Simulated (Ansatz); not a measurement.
# TaO (quartet): wB97M-V, B2PLYP over vertical spin and charge gaps, def2-QZVPP

Aim: run TaO (quartet) with these functionals over vertical spin and charge gaps, and hold them against the top wave-function level at the same points.

Method: def2-QZVPP, all electrons in the functionals, frozen cores in the correlation of double hybrids and RPA; program: Ansatz 0.2.0, Gaussian basis.

To be run: wB97M-V, B2PLYP, at charge 0, quartet; charge 0, doublet; charge 0, sextet; charge 1, triplet; charge 1, quintet.

## (1) The system

The geometry is a PBE0/def2-TZVP stationary point (not a proven minimum). No spin-orbit coupling is included. Elements past krypton take def2 core potentials.

2 atoms, charge 0, spin multiplicity 4.

Atoms are counted from 1 here; the program's logs count them from 0.

Bond lengths: Ta1–O2 1.699 Å.

No dispersion term is added; wB97M-V holds VV10 nonlocal correlation.

The geometry shown and the zero of energy belong to the point charge 0, quartet. The yardstick, UCCSD(T), and other wave-function levels (R restricted, U unrestricted, valence and pair active spaces) come from earlier runs.

## (2) wB97M-V, charge 0, quartet

The input, in.yaml:

```yaml
crystal:
  periodic: [false, false, false]
  atoms:
    - {symbol: Ta, position_ang: [0.000000, 0.000000, 0.000000]}
    - {symbol: O, position_ang: [0.000000, 0.000000, 1.698600]}
basis:
  gaussian: {orbitals: "def2-QZVPP.json"}
magnetization: {spin_polarized: true, initial_magnetization: 3}
hamiltonian: {xc: {name: wB97M-V}}
output: {orbitals: {seedname: orbitals}}
```

The run is started by

```bash
ansatz run in.yaml --threads 2 --pin off --events-out ev --progress --plain --max-ram 24576MiB --backend cuda --devices 0, --max-vram 18GiB
```

Log, shortened:

```text
Functional definition: wB97M-V
  name "wB97M-V"
  cite "Mardirossian & Head-Gordon, J. Chem. Phys. 144, 214110 (2016) doi:10.1063/1.4952647"
  cite "Becke, J. Chem. Phys. 107, 8554 (1997) doi:10.1063/1.475007"
  cite "Vydrov & Van Voorhis, J. Chem. Phys. 133, 244103 (2010) doi:10.1063/1.3521275"
  # Of w^i u^j: cxij and so on, Table III.
[...]
  gx(w, u) = 1 - cx + cx01*u + cx10*w
  gss(w, u) = css00 + css04*u^4 + css10*w + css20*w^2 + css43*w^4*u^3
  gos(w, u) = cos00 + cos10*w + (cos20 + cos21*u)*w^2 + (cos60 + cos61*u)*w^6
[...]
      + integral(e_c_pw_mod_opposite_spin*gos(b97_w_opposite, b97_u_opposite)) + vv10(b, c)
591 factors; their error is unknown
139 factors; integrals over basis functions are off by at most 7.4e-5 eV
[...]
mean field -3594.76680126 eV, -132.1052433260 hartree, gradient 1.0e-5 eV, S^2 3.763876; 2 other end points of the search recorded, 0 dependent functions left out
reference -3594.76684291 eV, -132.1052448565 hartree; 12, 9 occupied and 126, 129 virtual orbitals, 591 factors
Total energy: -3594.76684291 eV, -132.1052448565 hartree
```

Run time: 15 s. Hardware: 1 × H100 (card shared with other runs) with 2 threads of AMD EPYC 7R13, shared host; peak host memory 0.92 GiB.

From the report: ⟨S²⟩ of the determinant 3.764 (pure quartet: 3.75).

## (3) wB97M-V, charge 0, doublet

in.yaml, as its differences from that of step 2:

```diff
@@ -7,3 +7,3 @@
   gaussian: {orbitals: "def2-QZVPP.json"}
-magnetization: {spin_polarized: true, initial_magnetization: 3}
+magnetization: {spin_polarized: true, initial_magnetization: 1}
 hamiltonian: {xc: {name: wB97M-V}}
```

The command is unchanged.

Log, shortened:

```text
Functional definition: wB97M-V
  name "wB97M-V"
  cite "Mardirossian & Head-Gordon, J. Chem. Phys. 144, 214110 (2016) doi:10.1063/1.4952647"
  cite "Becke, J. Chem. Phys. 107, 8554 (1997) doi:10.1063/1.475007"
  cite "Vydrov & Van Voorhis, J. Chem. Phys. 133, 244103 (2010) doi:10.1063/1.3521275"
  # Of w^i u^j: cxij and so on, Table III.
[...]
  gx(w, u) = 1 - cx + cx01*u + cx10*w
  gss(w, u) = css00 + css04*u^4 + css10*w + css20*w^2 + css43*w^4*u^3
  gos(w, u) = cos00 + cos10*w + (cos20 + cos21*u)*w^2 + (cos60 + cos61*u)*w^6
[...]
      + integral(e_c_pw_mod_opposite_spin*gos(b97_w_opposite, b97_u_opposite)) + vv10(b, c)
591 factors; their error is unknown
139 factors; integrals over basis functions are off by at most 7.4e-5 eV
[...]
mean field -3595.28778167 eV, -132.1243890028 hartree, gradient 6.1e-6 eV, S^2 0.761509; 4 other end points of the search recorded, 0 dependent functions left out
reference -3595.28782493 eV, -132.1243905924 hartree; 11, 10 occupied and 127, 128 virtual orbitals, 591 factors
Total energy: -3595.28782493 eV, -132.1243905924 hartree
```

It took 16 s on 1 × H100 (card shared with other runs) with 2 threads of AMD EPYC 7R13, shared host; peak host memory 0.93 GiB.

From the report: ⟨S²⟩ of the determinant 0.762 (pure doublet: 0.75).

From charge 0, quartet: -50.3 kJ/mol.

## (4) wB97M-V, charge 0, sextet

in.yaml, as its differences from that of step 3:

```diff
@@ -7,3 +7,3 @@
   gaussian: {orbitals: "def2-QZVPP.json"}
-magnetization: {spin_polarized: true, initial_magnetization: 1}
+magnetization: {spin_polarized: true, initial_magnetization: 5}
 hamiltonian: {xc: {name: wB97M-V}}
```

Launched as before.

Log, shortened:

```text
Functional definition: wB97M-V
  name "wB97M-V"
  cite "Mardirossian & Head-Gordon, J. Chem. Phys. 144, 214110 (2016) doi:10.1063/1.4952647"
  cite "Becke, J. Chem. Phys. 107, 8554 (1997) doi:10.1063/1.475007"
  cite "Vydrov & Van Voorhis, J. Chem. Phys. 133, 244103 (2010) doi:10.1063/1.3521275"
  # Of w^i u^j: cxij and so on, Table III.
[...]
  gx(w, u) = 1 - cx + cx01*u + cx10*w
  gss(w, u) = css00 + css04*u^4 + css10*w + css20*w^2 + css43*w^4*u^3
  gos(w, u) = cos00 + cos10*w + (cos20 + cos21*u)*w^2 + (cos60 + cos61*u)*w^6
[...]
      + integral(e_c_pw_mod_opposite_spin*gos(b97_w_opposite, b97_u_opposite)) + vv10(b, c)
591 factors; their error is unknown
139 factors; integrals over basis functions are off by at most 7.4e-5 eV
[...]
mean field -3589.60976259 eV, -131.9157256503 hartree, gradient 3.6e-6 eV, S^2 8.753245; 5 other end points of the search recorded, 0 dependent functions left out
reference -3589.60980283 eV, -131.9157271292 hartree; 13, 8 occupied and 125, 130 virtual orbitals, 591 factors
Total energy: -3589.60980283 eV, -131.9157271292 hartree
```

Run time: 24 s. Hardware: 1 × H100 (card shared with other runs) with 2 threads of AMD EPYC 7R13, shared host; peak host memory 0.94 GiB.

From the report: ⟨S²⟩ of the determinant 8.753 (pure sextet: 8.75).

From charge 0, quartet: +497.6 kJ/mol.

## (5) wB97M-V, charge 1, triplet

in.yaml, as its differences from that of step 4:

```diff
@@ -7,3 +7,4 @@
   gaussian: {orbitals: "def2-QZVPP.json"}
-magnetization: {spin_polarized: true, initial_magnetization: 5}
+total_charge: 1
+magnetization: {spin_polarized: true, initial_magnetization: 2}
 hamiltonian: {xc: {name: wB97M-V}}
```

Same command.

Log, shortened:

```text
Functional definition: wB97M-V
  name "wB97M-V"
  cite "Mardirossian & Head-Gordon, J. Chem. Phys. 144, 214110 (2016) doi:10.1063/1.4952647"
  cite "Becke, J. Chem. Phys. 107, 8554 (1997) doi:10.1063/1.475007"
  cite "Vydrov & Van Voorhis, J. Chem. Phys. 133, 244103 (2010) doi:10.1063/1.3521275"
  # Of w^i u^j: cxij and so on, Table III.
[...]
  gx(w, u) = 1 - cx + cx01*u + cx10*w
  gss(w, u) = css00 + css04*u^4 + css10*w + css20*w^2 + css43*w^4*u^3
  gos(w, u) = cos00 + cos10*w + (cos20 + cos21*u)*w^2 + (cos60 + cos61*u)*w^6
[...]
      + integral(e_c_pw_mod_opposite_spin*gos(b97_w_opposite, b97_u_opposite)) + vv10(b, c)
591 factors; their error is unknown
139 factors; integrals over basis functions are off by at most 7.4e-5 eV
[...]
mean field -3587.36355069 eV, -131.8331788856 hartree, gradient 3.7e-6 eV, S^2 2.010813; 1 other end points of the search recorded, 0 dependent functions left out
reference -3587.36358932 eV, -131.8331803052 hartree; 11, 9 occupied and 127, 129 virtual orbitals, 591 factors
Total energy: -3587.36358932 eV, -131.8331803052 hartree
```

It took 19 s on 1 × H100 (card shared with other runs) with 2 threads of AMD EPYC 7R13, shared host; peak host memory 0.93 GiB.

From the report: ⟨S²⟩ of the determinant 2.011 (pure triplet: 2.00).

From charge 0, quartet: +714.3 kJ/mol.

## (6) wB97M-V, charge 1, quintet

in.yaml, as its differences from that of step 5:

```diff
@@ -8,3 +8,3 @@
 total_charge: 1
-magnetization: {spin_polarized: true, initial_magnetization: 2}
+magnetization: {spin_polarized: true, initial_magnetization: 4}
 hamiltonian: {xc: {name: wB97M-V}}
```

The command is unchanged.

Log, shortened:

```text
Functional definition: wB97M-V
  name "wB97M-V"
  cite "Mardirossian & Head-Gordon, J. Chem. Phys. 144, 214110 (2016) doi:10.1063/1.4952647"
  cite "Becke, J. Chem. Phys. 107, 8554 (1997) doi:10.1063/1.475007"
  cite "Vydrov & Van Voorhis, J. Chem. Phys. 133, 244103 (2010) doi:10.1063/1.3521275"
  # Of w^i u^j: cxij and so on, Table III.
[...]
  gx(w, u) = 1 - cx + cx01*u + cx10*w
  gss(w, u) = css00 + css04*u^4 + css10*w + css20*w^2 + css43*w^4*u^3
  gos(w, u) = cos00 + cos10*w + (cos20 + cos21*u)*w^2 + (cos60 + cos61*u)*w^6
[...]
      + integral(e_c_pw_mod_opposite_spin*gos(b97_w_opposite, b97_u_opposite)) + vv10(b, c)
591 factors; their error is unknown
139 factors; integrals over basis functions are off by at most 7.4e-5 eV
[...]
mean field -3583.48188152 eV, -131.6905301747 hartree, gradient 1.4e-6 eV, S^2 6.002858; 5 other end points of the search recorded, 0 dependent functions left out
reference -3583.48192060 eV, -131.6905316107 hartree; 12, 8 occupied and 126, 130 virtual orbitals, 591 factors
Total energy: -3583.48192060 eV, -131.6905316107 hartree
```

It took 25 s on 1 × H100 (card shared with other runs) with 2 threads of AMD EPYC 7R13, shared host; peak host memory 0.93 GiB.

From the report: ⟨S²⟩ of the determinant 6.003 (pure quintet: 6.00).

From charge 0, quartet: +1088.8 kJ/mol.

## (7) B2PLYP, charge 0, quartet

The input, in.yaml:

```yaml
crystal:
  periodic: [false, false, false]
  atoms:
    - {symbol: Ta, position_ang: [0.000000, 0.000000, 0.000000]}
    - {symbol: O, position_ang: [0.000000, 0.000000, 1.698600]}
basis:
  gaussian: {orbitals: "def2-QZVPP.json"}
magnetization: {spin_polarized: true, initial_magnetization: 3}
hamiltonian: {xc: {name: B2PLYP}}
correlation: {electrons: outside_noble_gas}
```

Same command.

Log, shortened:

```text
Functional definition: B2PLYP
  name "B2PLYP"
  cite "Grimme, J. Chem. Phys. 124, 034108 (2006) doi:10.1063/1.2148954"
  cite "Becke, Phys. Rev. A 38, 3098 (1988) doi:10.1103/PhysRevA.38.3098"
  cite "Lee, Yang & Parr, Phys. Rev. B 37, 785 (1988) doi:10.1103/PhysRevB.37.785"
[...]
866 factors; integrals over basis functions are off by at most 1.1e-3 eV
[...]
mean field -3588.34074774 eV, -131.8690902148 hartree, gradient 4.2e-6 eV, S^2 3.769807; 8 other end points of the search recorded, 0 dependent functions left out
5 core orbitals not correlated: weight in the atoms' cores, before any rotation towards them, 0.967 or more for the frozen orbitals, at most 0.028 for the correlated occupied ones
reference -3588.34086323 eV, -131.8690944590 hartree; 7, 4 occupied and 126, 129 virtual orbitals, 866 factors
second order -13.22045436 eV of doubles, -0.00000000 eV of singles
Total energy: -3591.91038591 eV, -132.0002719978 hartree
```

Wall time 16 s (1 × H100 (card shared with other runs) with 2 threads of AMD EPYC 7R13, shared host); peak host memory 0.84 GiB.

From the report: ⟨S²⟩ of the determinant 3.770 (pure quartet: 3.75).

## (8) B2PLYP, charge 0, doublet

in.yaml, as its differences from that of step 7:

```diff
@@ -7,3 +7,3 @@
   gaussian: {orbitals: "def2-QZVPP.json"}
-magnetization: {spin_polarized: true, initial_magnetization: 3}
+magnetization: {spin_polarized: true, initial_magnetization: 1}
 hamiltonian: {xc: {name: B2PLYP}}
```

The command is unchanged.

Log, shortened:

```text
Functional definition: B2PLYP
  name "B2PLYP"
  cite "Grimme, J. Chem. Phys. 124, 034108 (2006) doi:10.1063/1.2148954"
  cite "Becke, Phys. Rev. A 38, 3098 (1988) doi:10.1103/PhysRevA.38.3098"
  cite "Lee, Yang & Parr, Phys. Rev. B 37, 785 (1988) doi:10.1103/PhysRevB.37.785"
[...]
866 factors; integrals over basis functions are off by at most 1.1e-3 eV
[...]
mean field -3588.61677376 eV, -131.8792339838 hartree, gradient 2.2e-6 eV, S^2 0.815692; 8 other end points of the search recorded, 0 dependent functions left out
5 core orbitals not correlated: weight in the atoms' cores, before any rotation towards them, 0.971 or more for the frozen orbitals, at most 0.024 for the correlated occupied ones
reference -3588.61688853 eV, -131.8792382014 hartree; 6, 5 occupied and 127, 128 virtual orbitals, 866 factors
second order -14.23812150 eV of doubles, -0.00000000 eV of singles
Total energy: -3592.46118133 eV, -132.0205133562 hartree
```

Wall time 19 s (1 × H100 (card shared with other runs) with 2 threads of AMD EPYC 7R13, shared host); peak host memory 0.85 GiB.

From the report: ⟨S²⟩ of the determinant 0.816 (pure doublet: 0.75).

From charge 0, quartet: -53.1 kJ/mol.

## (9) B2PLYP, charge 0, sextet

in.yaml, as its differences from that of step 8:

```diff
@@ -7,3 +7,3 @@
   gaussian: {orbitals: "def2-QZVPP.json"}
-magnetization: {spin_polarized: true, initial_magnetization: 1}
+magnetization: {spin_polarized: true, initial_magnetization: 5}
 hamiltonian: {xc: {name: B2PLYP}}
```

Launched as before.

Log, shortened:

```text
Functional definition: B2PLYP
  name "B2PLYP"
  cite "Grimme, J. Chem. Phys. 124, 034108 (2006) doi:10.1063/1.2148954"
  cite "Becke, Phys. Rev. A 38, 3098 (1988) doi:10.1103/PhysRevA.38.3098"
  cite "Lee, Yang & Parr, Phys. Rev. B 37, 785 (1988) doi:10.1103/PhysRevB.37.785"
[...]
866 factors; integrals over basis functions are off by at most 1.1e-3 eV
[...]
mean field -3583.75721912 eV, -131.7006486446 hartree, gradient 1.4e-6 eV, S^2 8.754427; 8 other end points of the search recorded, 0 dependent functions left out
5 core orbitals not correlated: weight in the atoms' cores, before any rotation towards them, 0.944 or more for the frozen orbitals, at most 0.049 for the correlated occupied ones
reference -3583.75733950 eV, -131.7006530687 hartree; 8, 3 occupied and 125, 130 virtual orbitals, 866 factors
second order -9.19545415 eV of doubles, -0.00000000 eV of singles
Total energy: -3586.24011212 eV, -131.7918932796 hartree
```

Wall time 16 s (1 × H100 (card shared with other runs) with 2 threads of AMD EPYC 7R13, shared host); peak host memory 0.85 GiB.

From the report: ⟨S²⟩ of the determinant 8.754 (pure sextet: 8.75).

From charge 0, quartet: +547.1 kJ/mol.

## (10) B2PLYP, charge 1, triplet

in.yaml, as its differences from that of step 9:

```diff
@@ -7,3 +7,4 @@
   gaussian: {orbitals: "def2-QZVPP.json"}
-magnetization: {spin_polarized: true, initial_magnetization: 5}
+total_charge: 1
+magnetization: {spin_polarized: true, initial_magnetization: 2}
 hamiltonian: {xc: {name: B2PLYP}}
```

The command is unchanged.

Log, shortened:

```text
Functional definition: B2PLYP
  name "B2PLYP"
  cite "Grimme, J. Chem. Phys. 124, 034108 (2006) doi:10.1063/1.2148954"
  cite "Becke, Phys. Rev. A 38, 3098 (1988) doi:10.1103/PhysRevA.38.3098"
  cite "Lee, Yang & Parr, Phys. Rev. B 37, 785 (1988) doi:10.1103/PhysRevB.37.785"
[...]
866 factors; integrals over basis functions are off by at most 1.1e-3 eV
[...]
mean field -3581.11858439 eV, -131.6036806070 hartree, gradient 7.3e-6 eV, S^2 2.022652; 2 other end points of the search recorded, 0 dependent functions left out
5 core orbitals not correlated: weight in the atoms' cores, before any rotation towards them, 0.972 or more for the frozen orbitals, at most 0.023 for the correlated occupied ones
reference -3581.11869783 eV, -131.6036847758 hartree; 6, 4 occupied and 127, 129 virtual orbitals, 866 factors
second order -13.47356333 eV of doubles, -0.00000000 eV of singles
Total energy: -3584.75655993 eV, -131.7373737420 hartree
```

Run time: 11 s. Hardware: 1 × H100 (card shared with other runs) with 2 threads of AMD EPYC 7R13, shared host; peak host memory 0.84 GiB.

From the report: ⟨S²⟩ of the determinant 2.023 (pure triplet: 2.00).

From charge 0, quartet: +690.2 kJ/mol.

## (11) B2PLYP, charge 1, quintet

in.yaml, as its differences from that of step 10:

```diff
@@ -8,3 +8,3 @@
 total_charge: 1
-magnetization: {spin_polarized: true, initial_magnetization: 2}
+magnetization: {spin_polarized: true, initial_magnetization: 4}
 hamiltonian: {xc: {name: B2PLYP}}
```

Launched as before.

Log, shortened:

```text
Functional definition: B2PLYP
  name "B2PLYP"
  cite "Grimme, J. Chem. Phys. 124, 034108 (2006) doi:10.1063/1.2148954"
  cite "Becke, Phys. Rev. A 38, 3098 (1988) doi:10.1103/PhysRevA.38.3098"
  cite "Lee, Yang & Parr, Phys. Rev. B 37, 785 (1988) doi:10.1103/PhysRevB.37.785"
[...]
866 factors; integrals over basis functions are off by at most 1.1e-3 eV
[...]
mean field -3577.79444681 eV, -131.4815208040 hartree, gradient 1.7e-6 eV, S^2 6.004027; 10 other end points of the search recorded, 0 dependent functions left out
5 core orbitals not correlated: weight in the atoms' cores, before any rotation towards them, 0.953 or more for the frozen orbitals, at most 0.041 for the correlated occupied ones
reference -3577.79455941 eV, -131.4815249420 hartree; 7, 3 occupied and 126, 130 virtual orbitals, 866 factors
second order -8.93942589 eV of doubles, -0.00000000 eV of singles
Total energy: -3580.20820440 eV, -131.5702247594 hartree
```

It took 31 s on 1 × H100 (card shared with other runs) with 2 threads of AMD EPYC 7R13, shared host; peak host memory 0.84 GiB.

From the report: ⟨S²⟩ of the determinant 6.004 (pure quintet: 6.00).

From charge 0, quartet: +1129.1 kJ/mol.

## (12) Against the wave-function levels

No level is safe as a reference over these points; UCCSD(T) serves as a yardstick only. It comes from earlier runs at the same points. Energies in kJ/mol, counted from charge 0, quartet; blanks weren't run or aren't comparable.

```csv
level,quartet to doublet,quartet to sextet,ionisation to the triplet cation,ionisation to the quintet cation
UCCSD(T),-57.1,530.7,692.7,1115.3
wB97M-V,-50.3,497.6,714.3,1088.8
B2PLYP,-53.1,547.1,690.2,1129.1
```

Largest miss and mean time a point (UCCSD(T) took 52 s a point; shared hosts):

```csv
level,largest miss (kJ/mol),where,time a point
wB97M-V,-33.1,quartet to sextet,20 s
B2PLYP,+16.4,quartet to sextet,18 s
```

## (13) Results

| quantity | value |
| --- | --- |
| quartet to doublet, UCCSD(T) | -57.1 kJ/mol |
| quartet to sextet, UCCSD(T) | 530.7 kJ/mol |
| ionisation to the triplet cation, UCCSD(T) | 692.7 kJ/mol |
| ionisation to the quintet cation, UCCSD(T) | 1115.3 kJ/mol |
| largest miss, wB97M-V | -33.1 kJ/mol (quartet to sextet) |
| largest miss, B2PLYP | +16.4 kJ/mol (quartet to sextet) |

In words: Of the functionals, B2PLYP keep the smallest largest miss at the points compared (at most 16.4 kJ/mol) and wB97M-V strays most (33.1 kJ/mol, at quartet to sextet). Functionals and the yardstick converge differently with the basis, so part of each miss in def2-QZVPP is the basis. The yardstick itself may be off where one determinant is a poor start.
